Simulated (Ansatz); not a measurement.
# GaH3 (triplet): PBE0, B3LYP, r2SCAN0 over a scan of the scale of all distances, cc-pVDZ, part 3 of 3

Ansatz 0.2.0, Gaussian basis; cc-pVDZ, all electrons in the functionals. Earlier steps stand in the parts before.

## 17. B3LYP, 2.405

Input file in.yaml:

```yaml
crystal:
  periodic: [false, false, false]
  atoms:
    - {symbol: Ga, position_ang: [0.000000, 0.066681, -0.109896]}
    - {symbol: H, position_ang: [0.000000, -3.553625, -1.302242]}
    - {symbol: H, position_ang: [0.975030, -0.529480, 4.452091]}
    - {symbol: H, position_ang: [-0.975030, -0.529480, 4.452091]}
basis:
  gaussian: {orbitals: cc-pVDZ}
magnetization: {spin_polarized: true, initial_magnetization: 2}
hamiltonian: {xc: {name: B3LYP}}
```

Run with:

```
$ ansatz run in.yaml --threads 1 --pin off --events-out ev --progress --plain --max-ram 2393MiB
```

Log, shortened:

```text
Functional definition: B3LYP
  name "B3LYP"
  cite "Stephens, Devlin, Chabalowski & Frisch, J. Phys. Chem. 98, 11623 (1994) doi:10.1021/j100096a001"
  cite "Becke, Phys. Rev. A 38, 3098 (1988) doi:10.1103/PhysRevA.38.3098"
  cite "Lee, Yang & Parr, Phys. Rev. B 37, 785 (1988) doi:10.1103/PhysRevB.37.785"
  cite "Vosko, Wilk & Nusair, Can. J. Phys. 58, 1200 (1980) doi:10.1139/p80-159"
[...]
455 factors; integrals over basis functions are off by at most 2.5e-3 eV
[...]
mean field -52418.79405280 eV, -1926.3551507056 hartree, gradient 7.8e-6 eV, S^2 2.562028; 19 other end points of the search recorded, 0 dependent functions left out
reference -52418.79435752 eV, -1926.3551619037 hartree; 18, 16 occupied and 24, 26 virtual orbitals, 455 factors
Total energy: -52418.79435752 eV, -1926.3551619037 hartree
```

It took 12 s on 1 thread of Arm Neoverse V2, shared host.

From the report: ⟨S²⟩ of the determinant 2.562 (pure triplet: 2.00). The determinant is far from a pure spin state, so its energy mixes those of several spin states (harmless only where they are near-degenerate, as at dissociation).

From 1.000: +484.1 kJ/mol.

## 18. r2SCAN0, 0.872

Input file in.yaml:

```yaml
crystal:
  periodic: [false, false, false]
  atoms:
    - {symbol: Ga, position_ang: [0.000000, 0.024177, -0.039846]}
    - {symbol: H, position_ang: [0.000000, -1.288466, -0.472164]}
    - {symbol: H, position_ang: [0.353524, -0.191978, 1.614230]}
    - {symbol: H, position_ang: [-0.353524, -0.191978, 1.614230]}
basis:
  gaussian: {orbitals: cc-pVDZ}
magnetization: {spin_polarized: true, initial_magnetization: 2}
hamiltonian: {xc: {name: r2SCAN0}}
```

Same command.

Log, shortened:

```text
Functional definition: r2SCAN0
  name "r2SCAN0"
  cite "Bursch, Neugebauer, Ehlert & Grimme, J. Chem. Phys. 156, 134105 (2022) doi:10.1063/5.0086040"
  cite "Furness, Kaplan, Ning, Perdew & Sun, J. Phys. Chem. Lett. 11, 8208 (2020) doi:10.1021/acs.jpclett.0c02405"
  cite "Furness, Kaplan, Ning, Perdew & Sun, J. Phys. Chem. Lett. 11, 9248 (2020) doi:10.1021/acs.jpclett.0c03077"
  parent r2scan
[...]
450 factors; integrals over basis functions are off by at most 9.7e-4 eV
[...]
mean field -52420.61242078 eV, -1926.4219744963 hartree, gradient 2.7e-5 eV, S^2 2.003123; 0 other end points of the search recorded, 0 dependent functions left out
reference -52420.61243116 eV, -1926.4219748779 hartree; 18, 16 occupied and 24, 26 virtual orbitals, 450 factors
Total energy: -52420.61243116 eV, -1926.4219748779 hartree
```

Wall time 2.2 s (1 thread of Arm Neoverse V2, shared host).

From the report: ⟨S²⟩ of the determinant 2.003 (pure triplet: 2.00).

## 19. r2SCAN0, 1.000

Input file in.yaml:

```yaml
crystal:
  periodic: [false, false, false]
  atoms:
    - {symbol: Ga, position_ang: [0.000000, 0.027726, -0.045695]}
    - {symbol: H, position_ang: [0.000000, -1.477599, -0.541473]}
    - {symbol: H, position_ang: [0.405418, -0.220158, 1.851181]}
    - {symbol: H, position_ang: [-0.405418, -0.220158, 1.851181]}
basis:
  gaussian: {orbitals: cc-pVDZ}
magnetization: {spin_polarized: true, initial_magnetization: 2}
hamiltonian: {xc: {name: r2SCAN0}}
```

The command is unchanged.

Log, shortened:

```text
Functional definition: r2SCAN0
  name "r2SCAN0"
  cite "Bursch, Neugebauer, Ehlert & Grimme, J. Chem. Phys. 156, 134105 (2022) doi:10.1063/5.0086040"
  cite "Furness, Kaplan, Ning, Perdew & Sun, J. Phys. Chem. Lett. 11, 8208 (2020) doi:10.1021/acs.jpclett.0c02405"
  cite "Furness, Kaplan, Ning, Perdew & Sun, J. Phys. Chem. Lett. 11, 9248 (2020) doi:10.1021/acs.jpclett.0c03077"
  parent r2scan
[...]
452 factors; integrals over basis functions are off by at most 9.1e-4 eV
[...]
mean field -52421.31011981 eV, -1926.4476144629 hartree, gradient 8.4e-5 eV, S^2 2.005723; 0 other end points of the search recorded, 0 dependent functions left out
reference -52421.31013004 eV, -1926.4476148386 hartree; 18, 16 occupied and 24, 26 virtual orbitals, 452 factors
Total energy: -52421.31013004 eV, -1926.4476148386 hartree
```

It took 2.2 s on 1 thread of Arm Neoverse V2, shared host.

From the report: ⟨S²⟩ of the determinant 2.006 (pure triplet: 2.00).

## 20. r2SCAN0, 1.116

Input file in.yaml:

```yaml
crystal:
  periodic: [false, false, false]
  atoms:
    - {symbol: Ga, position_ang: [0.000000, 0.030942, -0.050996]}
    - {symbol: H, position_ang: [0.000000, -1.649000, -0.604284]}
    - {symbol: H, position_ang: [0.452446, -0.245696, 2.065918]}
    - {symbol: H, position_ang: [-0.452446, -0.245696, 2.065918]}
basis:
  gaussian: {orbitals: cc-pVDZ}
magnetization: {spin_polarized: true, initial_magnetization: 2}
hamiltonian: {xc: {name: r2SCAN0}}
```

Same command.

Log, shortened:

```text
Functional definition: r2SCAN0
  name "r2SCAN0"
  cite "Bursch, Neugebauer, Ehlert & Grimme, J. Chem. Phys. 156, 134105 (2022) doi:10.1063/5.0086040"
  cite "Furness, Kaplan, Ning, Perdew & Sun, J. Phys. Chem. Lett. 11, 8208 (2020) doi:10.1021/acs.jpclett.0c02405"
  cite "Furness, Kaplan, Ning, Perdew & Sun, J. Phys. Chem. Lett. 11, 9248 (2020) doi:10.1021/acs.jpclett.0c03077"
  parent r2scan
[...]
452 factors; integrals over basis functions are off by at most 1.1e-3 eV
[...]
mean field -52420.97314035 eV, -1926.4352306960 hartree, gradient 2.8e-5 eV, S^2 2.014596; 0 other end points of the search recorded, 0 dependent functions left out
reference -52420.97315044 eV, -1926.4352310668 hartree; 18, 16 occupied and 24, 26 virtual orbitals, 452 factors
Total energy: -52420.97315044 eV, -1926.4352310668 hartree
```

Run time: 2.4 s. Hardware: 1 thread of Arm Neoverse V2, shared host.

From the report: ⟨S²⟩ of the determinant 2.015 (pure triplet: 2.00).

From 1.000: +32.5 kJ/mol.

## 21. r2SCAN0, 1.320

Input file in.yaml:

```yaml
crystal:
  periodic: [false, false, false]
  atoms:
    - {symbol: Ga, position_ang: [0.000000, 0.036598, -0.060317]}
    - {symbol: H, position_ang: [0.000000, -1.950431, -0.714744]}
    - {symbol: H, position_ang: [0.535152, -0.290608, 2.443559]}
    - {symbol: H, position_ang: [-0.535152, -0.290608, 2.443559]}
basis:
  gaussian: {orbitals: cc-pVDZ}
magnetization: {spin_polarized: true, initial_magnetization: 2}
hamiltonian: {xc: {name: r2SCAN0}}
```

Launched as before.

Log, shortened:

```text
Functional definition: r2SCAN0
  name "r2SCAN0"
  cite "Bursch, Neugebauer, Ehlert & Grimme, J. Chem. Phys. 156, 134105 (2022) doi:10.1063/5.0086040"
  cite "Furness, Kaplan, Ning, Perdew & Sun, J. Phys. Chem. Lett. 11, 8208 (2020) doi:10.1021/acs.jpclett.0c02405"
  cite "Furness, Kaplan, Ning, Perdew & Sun, J. Phys. Chem. Lett. 11, 9248 (2020) doi:10.1021/acs.jpclett.0c03077"
  parent r2scan
[...]
453 factors; integrals over basis functions are off by at most 1.2e-3 eV
[...]
mean field -52419.77452994 eV, -1926.3911825760 hartree, gradient 2.2e-5 eV, S^2 2.034151; 1 other end points of the search recorded, 0 dependent functions left out
reference -52419.77454006 eV, -1926.3911829478 hartree; 18, 16 occupied and 24, 26 virtual orbitals, 453 factors
Total energy: -52419.77454006 eV, -1926.3911829478 hartree
```

Run time: 2.5 s. Hardware: 1 thread of Arm Neoverse V2, shared host.

From the report: ⟨S²⟩ of the determinant 2.034 (pure triplet: 2.00).

From 1.000: +148.2 kJ/mol.

## 22. r2SCAN0, 1.529

Input file in.yaml:

```yaml
crystal:
  periodic: [false, false, false]
  atoms:
    - {symbol: Ga, position_ang: [0.000000, 0.042393, -0.069868]}
    - {symbol: H, position_ang: [0.000000, -2.259249, -0.827912]}
    - {symbol: H, position_ang: [0.619884, -0.336622, 2.830456]}
    - {symbol: H, position_ang: [-0.619884, -0.336622, 2.830456]}
basis:
  gaussian: {orbitals: cc-pVDZ}
magnetization: {spin_polarized: true, initial_magnetization: 2}
hamiltonian: {xc: {name: r2SCAN0}}
```

Same command.

Log, shortened:

```text
Functional definition: r2SCAN0
  name "r2SCAN0"
  cite "Bursch, Neugebauer, Ehlert & Grimme, J. Chem. Phys. 156, 134105 (2022) doi:10.1063/5.0086040"
  cite "Furness, Kaplan, Ning, Perdew & Sun, J. Phys. Chem. Lett. 11, 8208 (2020) doi:10.1021/acs.jpclett.0c02405"
  cite "Furness, Kaplan, Ning, Perdew & Sun, J. Phys. Chem. Lett. 11, 9248 (2020) doi:10.1021/acs.jpclett.0c03077"
  parent r2scan
[...]
455 factors; integrals over basis functions are off by at most 1.0e-3 eV
[...]
mean field -52418.57040791 eV, -1926.3469319075 hartree, gradient 2.1e-5 eV, S^2 2.023422; 3 other end points of the search recorded, 0 dependent functions left out
reference -52418.57041824 eV, -1926.3469322870 hartree; 18, 16 occupied and 24, 26 virtual orbitals, 455 factors
Total energy: -52418.57041824 eV, -1926.3469322870 hartree
```

It took 3 s on 1 thread of Arm Neoverse V2, shared host.

From the report: ⟨S²⟩ of the determinant 2.023 (pure triplet: 2.00).

From 1.000: +264.3 kJ/mol.

## 23. r2SCAN0, 1.775

Input file in.yaml:

```yaml
crystal:
  periodic: [false, false, false]
  atoms:
    - {symbol: Ga, position_ang: [0.000000, 0.049214, -0.081108]}
    - {symbol: H, position_ang: [0.000000, -2.622738, -0.961114]}
    - {symbol: H, position_ang: [0.719617, -0.390780, 3.285846]}
    - {symbol: H, position_ang: [-0.719617, -0.390780, 3.285846]}
basis:
  gaussian: {orbitals: cc-pVDZ}
magnetization: {spin_polarized: true, initial_magnetization: 2}
hamiltonian: {xc: {name: r2SCAN0}}
```

The command is unchanged.

Log, shortened:

```text
Functional definition: r2SCAN0
  name "r2SCAN0"
  cite "Bursch, Neugebauer, Ehlert & Grimme, J. Chem. Phys. 156, 134105 (2022) doi:10.1063/5.0086040"
  cite "Furness, Kaplan, Ning, Perdew & Sun, J. Phys. Chem. Lett. 11, 8208 (2020) doi:10.1021/acs.jpclett.0c02405"
  cite "Furness, Kaplan, Ning, Perdew & Sun, J. Phys. Chem. Lett. 11, 9248 (2020) doi:10.1021/acs.jpclett.0c03077"
  parent r2scan
[...]
457 factors; integrals over basis functions are off by at most 6.3e-4 eV
[...]
mean field -52417.37936969 eV, -1926.3031620603 hartree, gradient 9.0e-6 eV, S^2 2.035885; 8 other end points of the search recorded, 0 dependent functions left out
reference -52417.37938041 eV, -1926.3031624543 hartree; 18, 16 occupied and 24, 26 virtual orbitals, 457 factors
Total energy: -52417.37938041 eV, -1926.3031624543 hartree
```

Run time: 10 s. Hardware: 1 thread of Arm Neoverse V2, shared host.

From the report: ⟨S²⟩ of the determinant 2.036 (pure triplet: 2.00).

From 1.000: +379.3 kJ/mol.

## 24. r2SCAN0, 1.976

Input file in.yaml:

```yaml
crystal:
  periodic: [false, false, false]
  atoms:
    - {symbol: Ga, position_ang: [0.000000, 0.054787, -0.090293]}
    - {symbol: H, position_ang: [0.000000, -2.919736, -1.069950]}
    - {symbol: H, position_ang: [0.801106, -0.435032, 3.657934]}
    - {symbol: H, position_ang: [-0.801106, -0.435032, 3.657934]}
basis:
  gaussian: {orbitals: cc-pVDZ}
magnetization: {spin_polarized: true, initial_magnetization: 2}
hamiltonian: {xc: {name: r2SCAN0}}
```

Launched as before.

Log, shortened:

```text
Functional definition: r2SCAN0
  name "r2SCAN0"
  cite "Bursch, Neugebauer, Ehlert & Grimme, J. Chem. Phys. 156, 134105 (2022) doi:10.1063/5.0086040"
  cite "Furness, Kaplan, Ning, Perdew & Sun, J. Phys. Chem. Lett. 11, 8208 (2020) doi:10.1021/acs.jpclett.0c02405"
  cite "Furness, Kaplan, Ning, Perdew & Sun, J. Phys. Chem. Lett. 11, 9248 (2020) doi:10.1021/acs.jpclett.0c03077"
  parent r2scan
[...]
456 factors; integrals over basis functions are off by at most 7.9e-4 eV
[...]
mean field -52416.72514874 eV, -1926.2791198839 hartree, gradient 2.4e-6 eV, S^2 2.409598; 7 other end points of the search recorded, 0 dependent functions left out
reference -52416.72516046 eV, -1926.2791203147 hartree; 18, 16 occupied and 24, 26 virtual orbitals, 456 factors
Total energy: -52416.72516046 eV, -1926.2791203147 hartree
```

Run time: 9 s. Hardware: 1 thread of Arm Neoverse V2, shared host.

From the report: ⟨S²⟩ of the determinant 2.410 (pure triplet: 2.00).

From 1.000: +442.4 kJ/mol.

## 25. r2SCAN0, 2.405

Input file in.yaml:

```yaml
crystal:
  periodic: [false, false, false]
  atoms:
    - {symbol: Ga, position_ang: [0.000000, 0.066681, -0.109896]}
    - {symbol: H, position_ang: [0.000000, -3.553625, -1.302242]}
    - {symbol: H, position_ang: [0.975030, -0.529480, 4.452091]}
    - {symbol: H, position_ang: [-0.975030, -0.529480, 4.452091]}
basis:
  gaussian: {orbitals: cc-pVDZ}
magnetization: {spin_polarized: true, initial_magnetization: 2}
hamiltonian: {xc: {name: r2SCAN0}}
```

Same command.

Log, shortened:

```text
Functional definition: r2SCAN0
  name "r2SCAN0"
  cite "Bursch, Neugebauer, Ehlert & Grimme, J. Chem. Phys. 156, 134105 (2022) doi:10.1063/5.0086040"
  cite "Furness, Kaplan, Ning, Perdew & Sun, J. Phys. Chem. Lett. 11, 8208 (2020) doi:10.1021/acs.jpclett.0c02405"
  cite "Furness, Kaplan, Ning, Perdew & Sun, J. Phys. Chem. Lett. 11, 9248 (2020) doi:10.1021/acs.jpclett.0c03077"
  parent r2scan
[...]
455 factors; integrals over basis functions are off by at most 2.5e-3 eV
[...]
mean field -52415.99792792 eV, -1926.2523950116 hartree, gradient 8.9e-6 eV, S^2 2.719929; 11 other end points of the search recorded, 0 dependent functions left out
reference -52415.99794134 eV, -1926.2523955047 hartree; 18, 16 occupied and 24, 26 virtual orbitals, 455 factors
Total energy: -52415.99794134 eV, -1926.2523955047 hartree
```

It took 16 s on 1 thread of Arm Neoverse V2, shared host.

From the report: ⟨S²⟩ of the determinant 2.720 (pure triplet: 2.00). The determinant is far from a pure spin state, so its energy mixes those of several spin states (harmless only where they are near-degenerate, as at dissociation).

From 1.000: +512.5 kJ/mol.

## 26. The comparison

The yardstick is full CI for this spin, exact in this basis with these frozen cores. It comes from earlier runs at the same points. Energies in kJ/mol, counted from 1.000; blanks weren't run or aren't comparable.

```
  level  0.872  1.000  1.116  1.320  1.529  1.775  1.976  2.405
    FCI   82.0    0.0   24.3  131.5  232.5  322.3  379.0  457.5
   PBE0   75.2    0.0   26.6  136.3  245.3  351.6  424.0  501.3
  B3LYP   80.9    0.0   19.6  118.1  222.3  325.6  395.8  484.1
r2SCAN0   67.3    0.0   32.5  148.2  264.3  379.3  442.4  512.5
```

Largest miss and mean time a point (FCI took 31 s a point; shared hosts):

```
  level  largest miss (kJ/mol)  where  time a point
   PBE0                  +45.1  1.976         3.1 s
  B3LYP                  +26.6  2.405         3.4 s
r2SCAN0                  +63.4  1.976         5.9 s
```

## 27. Summary of results

What follows sums up all 3 parts.

| quantity | value |
| --- | --- |
| span of the FCI curve | 457.5 kJ/mol |
| largest miss, PBE0 | +45.1 kJ/mol (1.976) |
| largest miss, B3LYP | +26.6 kJ/mol (2.405) |
| largest miss, r2SCAN0 | +63.4 kJ/mol (1.976) |

In words: Of the functionals, B3LYP keep the smallest largest miss at the points compared (at most 26.6 kJ/mol) and r2SCAN0 strays most (63.4 kJ/mol, at 1.976). PBE0, B3LYP, r2SCAN0 clearly break the spin symmetry at some points (⟨S²⟩ up to 0.74 above the pure value), so energy there is bought with a mixed spin. Functionals and the yardstick converge differently with the basis, so part of each miss in cc-pVDZ is the basis.
